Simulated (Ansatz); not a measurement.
GaGe in Ansatz: the effect of functional

Crystal: GaGe.

```
Ge Ga
1.0
     0.00000    2.89784    2.89784
     2.89784    0.00000    2.89784
     2.89784    2.89784    0.00000
Ge Ga
1 1
Cartesian
  0.0000 0.0000 0.0000
  1.4489 1.4489 1.4489
```

The cell comes from a database or a generator and needn't be the stable form of this composition.

Alike in all runs:

```yaml
Program: Ansatz 0.2.0
Task: single point
Potentials_or_basis: all-electron PAW datasets made for the crystal
k_mesh: 6 × 6 × 6
Occupations: fermi-dirac, width 0.05 eV
Spin: no spin polarisation
```

```tsv
functional	cutoff	pressure (GPa)
PBEsol	240 eV (chosen from the basis error)	?
HSE06	310 eV (chosen from the basis error)	-1.2
PBE0	310 eV (chosen from the basis error)	-1.4
```

What does the run with functional PBEsol give?

Pressure -2.5 GPa.

Caveats: the k mesh is thin for a metal, which can move the energy by tens of meV per atom.

The runs don't all hold the same shells in valence.
